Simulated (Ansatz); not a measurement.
# CH4ClNOSi: the cost of one run

All numbers are computed with the Python package of Ansatz 0.2.0. The levels of theory stand in the script.

### 1 The system

Bond lengths: O1–C2 1.348 Å, C2–N3 1.299 Å, N3–Si4 1.665 Å, Si4–Cl5 2.017 Å, O1–H6 1.048 Å, C2–H7 1.109 Å, Si4–H8 1.515 Å, Si4–H9 1.461 Å. Angles: O1–C2–N3 119.7°, O1–C2–H7 108.1°, N3–C2–H7 132.2°, C2–O1–H6 103.0°, C2–N3–Si4 112.1°, N3–Si4–Cl5 114.6°, N3–Si4–H8 107.7°, N3–Si4–H9 111.8°, Cl5–Si4–H8 107.4°, Cl5–Si4–H9 106.4°, H8–Si4–H9 108.9°.

No structure file is read: the coordinates are typed or built in the script.

### 2 Script

Input file methods_ch4clnosi.py:

```python
from pathlib import Path
import warnings

import ansatz as az
import numpy as np

GEOMETRY = '''
O     2.05830    0.69420   -1.04710
C     1.02760    0.04620   -0.46860
N    -0.10020    0.66450   -0.28530
Si   -1.21850   -0.29030    0.49650
Cl   -0.78090   -0.68510    2.42570
H     1.66720    1.65070   -1.22220
H     1.36030   -0.98390   -0.22780
H    -2.54450    0.44200    0.47390
H    -1.38080   -1.58450   -0.16210
'''

warnings.simplefilter('ignore', az.DeckWarning)

ch4clnosi = az.Crystal.molecule()
for line in GEOMETRY.strip().splitlines():
    symbol, *xyz = line.split()
    ch4clnosi = ch4clnosi.atom(symbol, [float(v) for v in xyz])

setup = ch4clnosi.calculation().basis(gaussian='def2-SVP')

print('functional    E (Ha)        dipole (D)   HOMO (eV)  LUMO (eV)')
for name in ['b3lyp', 'r2scan0', 'lda', 'pbe', 'revpbe', 'r2scan']:
    r = setup.functional(name).forces().orbitals().run(runs_dir='runs').report
    lines = Path(r['orbitals_path']).read_text().splitlines()
    field_of = lambda key: [line.split('=')[1].strip() for line in lines if line.startswith(key)]
    orbitals = [(27.211386 * float(e), s, float(n)) for e, s, n in zip(field_of('Ene='), field_of('Spin='), field_of('Occup='))]
    homo = max(e for e, _, n in orbitals if n > 0.5)
    lumo = min(e for e, _, n in orbitals if n < 0.5)
    dipole = 4.803205 * np.linalg.norm(r['charge_distribution']['dipole_moment_e_ang'])
    print(f'{name:10s} {r["free_energy_ev"] / 27.211386246:14.6f} {dipole:9.3f} {homo:11.3f} {lumo:10.3f}')
```

### 3 The calls as engine input

The package turns the script's settings into the engine's input (first run):

```yaml
crystal:
  periodic: [false, false, false]
  atoms:
    - { symbol: O, position_ang: [2.0583, 0.6942, -1.0471] }
    - { symbol: C, position_ang: [1.0276, 0.0462, -0.4686] }
    - { symbol: "N", position_ang: [-0.1002, 0.6645, -0.2853] }
    - { symbol: Si, position_ang: [-1.2185, -0.2903, 0.4965] }
    - { symbol: Cl, position_ang: [-0.7809, -0.6851, 2.4257] }
    - { symbol: H, position_ang: [1.6672, 1.6507, -1.2222] }
    - { symbol: H, position_ang: [1.3603, -0.9839, -0.2278] }
    - { symbol: H, position_ang: [-2.5445, 0.442, 0.4739] }
    - { symbol: H, position_ang: [-1.3808, -1.5845, -0.1621] }
basis:
  gaussian:
    orbitals: def2-SVP
hamiltonian:
  xc: b3lyp
output:
  orbitals: {}
  forces: true
```

### 4 Launch

The run is started by

```bash
> python methods_ch4clnosi.py
```

Q: Estimate wall time and peak memory on 1 thread of Arm Neoverse N1, shared host.

About 43 s, with a peak of 0.28 GiB.
